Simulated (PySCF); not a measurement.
# C6H18OSi2: the cost of one run

Program: PySCF 2.14.0. Level of theory: levels as typed in each script, gas phase, geometry from GFN2-xTB. These are calculated values, not measurements.

### 1 Starting geometry

SMILES `C[Si](C)(C)O[Si](C)(C)C`, 27 atoms, charge 0, spin multiplicity 1.

Bond lengths: C1–Si2 1.904 Å, C1–H10 1.086 Å, C1–H11 1.086 Å, C1–H12 1.085 Å, Si2–C3 1.905 Å, Si2–C4 1.905 Å, Si2–O5 1.632 Å, C3–H13 1.086 Å, C3–H14 1.086 Å, C3–H15 1.085 Å, C4–H16 1.085 Å, C4–H17 1.086 Å, C4–H18 1.086 Å, O5–Si6 1.632 Å, Si6–C7 1.905 Å, Si6–C8 1.903 Å, Si6–C9 1.905 Å, C7–H19 1.086 Å and more. Angles: Si2–C1–H10 111.3°, Si2–C1–H11 111.2°, Si2–C1–H12 111.3°, H10–C1–H11 107.5°, H10–C1–H12 107.7°, H11–C1–H12 107.7°, C1–Si2–C3 111.2°, C1–Si2–C4 111.3°, C1–Si2–O5 106.1°, C3–Si2–C4 110.6°, C3–Si2–O5 108.7°, C4–Si2–O5 108.7°, Si2–C3–H13 111.1°, Si2–C3–H14 111.3°, Si2–C3–H15 111.7°, H13–C3–H14 107.4°, H13–C3–H15 107.6°, H14–C3–H15 107.6° and more.

Geometry (Å):

```xyz
27

C     2.44543   -0.82815   -1.53207
Si    1.60773   -0.01599   -0.02803
C     2.05443    1.83194    0.09666
C     2.05313   -0.92273    1.58720
O     0.00010   -0.15121   -0.27661
Si   -1.60754   -0.01492   -0.02874
C    -2.06290    1.83466    0.01007
C    -2.44520   -0.90409   -1.48849
C    -2.04514   -0.84672    1.62861
H     2.16858   -1.87425   -1.61970
H     2.15697   -0.33626   -2.45592
H     3.52704   -0.77859   -1.45614
H     1.73045    2.37227   -0.78770
H     1.57587    2.29577    0.95410
H     3.12495    1.97949    0.19844
H     3.12103   -0.89838    1.77961
H     1.55486   -0.47265    2.44069
H     1.74990   -1.96453    1.54663
H    -1.57579    2.34242    0.83723
H    -3.13281    1.98189    0.11835
H    -1.75318    2.33240   -0.90389
H    -2.16630   -0.45385   -2.43610
H    -3.52675   -0.86117   -1.40878
H    -2.15898   -1.95052   -1.52823
H    -3.11438   -0.83168    1.81458
H    -1.72354   -1.88374    1.64149
H    -1.55983   -0.34579    2.46102
```

### 2 Excited states (PBE0/6-31g*)

input.py

```python
import numpy as np
from pyscf import gto, scf, dft, tdscf
from pyscf.scf import atom_ks, atom_hf
from scipy.linalg import block_diag

def solve(mol, dm0=None, hcore=None):
    mf = (dft.UKS if mol.spin else dft.RKS)(mol, xc='pbe0')
    mf.grids.level = 3
    mf = mf.density_fit(auxbasis='def2-universal-jkfit')
    mf.conv_tol, mf.max_cycle = 1e-8, 80
    if hcore is not None:
        mf.get_hcore = lambda *args: hcore
    mf.kernel(dm0)
    if not mf.converged:
        mf = mf.newton().run(mf.mo_coeff, mf.mo_occ, max_cycle=30)
    assert mf.converged, 'SCF not converged'
    return mf

mol = gto.M(atom='''
C      2.44543    -0.82815    -1.53207
Si     1.60773    -0.01599    -0.02803
C      2.05443     1.83194     0.09666
C      2.05313    -0.92273     1.58720
O      0.00010    -0.15121    -0.27661
Si    -1.60754    -0.01492    -0.02874
C     -2.06290     1.83466     0.01007
C     -2.44520    -0.90409    -1.48849
C     -2.04514    -0.84672     1.62861
H      2.16858    -1.87425    -1.61970
H      2.15697    -0.33626    -2.45592
H      3.52704    -0.77859    -1.45614
H      1.73045     2.37227    -0.78770
H      1.57587     2.29577     0.95410
H      3.12495     1.97949     0.19844
H      3.12103    -0.89838     1.77961
H      1.55486    -0.47265     2.44069
H      1.74990    -1.96453     1.54663
H     -1.57579     2.34242     0.83723
H     -3.13281     1.98189     0.11835
H     -1.75318     2.33240    -0.90389
H     -2.16630    -0.45385    -2.43610
H     -3.52675    -0.86117    -1.40878
H     -2.15898    -1.95052    -1.52823
H     -3.11438    -0.83168     1.81458
H     -1.72354    -1.88374     1.64149
H     -1.55983    -0.34579     2.46102
''', basis='6-31g*', charge=0, spin=0, verbose=4)
mf = solve(mol)
td = mf.TDDFT()
td.nstates, td.singlet, td.conv_tol = 4, True, 1e-5
td.kernel()
td.analyze()
x, y = np.array([p[0] for p in td.xy]), np.array([p[1] + 0 * p[0] for p in td.xy])
f, mu = td.oscillator_strength(), td.transition_dipole()
nto = [td.get_nto(state=i + 1, verbose=4) for i in range(len(td.e))]
# spherically averaged free atoms, for the promolecule
atm = atom_ks.get_atm_nrks(mol, xc='pbe0')
pro = block_diag(*[(atm[a[0]][2] * atm[a[0]][3]) @ atm[a[0]][2].T for a in mol._atom])
np.savez('result.npz', e=td.e, f=f, ok=td.converged, w=[n[0] for n in nto], nto=[n[1] for n in nto], x=x, y=y, c=mf.mo_coeff, occ=mf.mo_occ, eps=mf.mo_energy, pro=pro, mu=mu)
```

Started as:

```
OMP_NUM_THREADS=1 python input.py
```

What time and memory should one allow on 1 thread of Intel Xeon Platinum 8488C (Sapphire Rapids), shared host?

About 20 min, with a peak of 1.2 GiB.
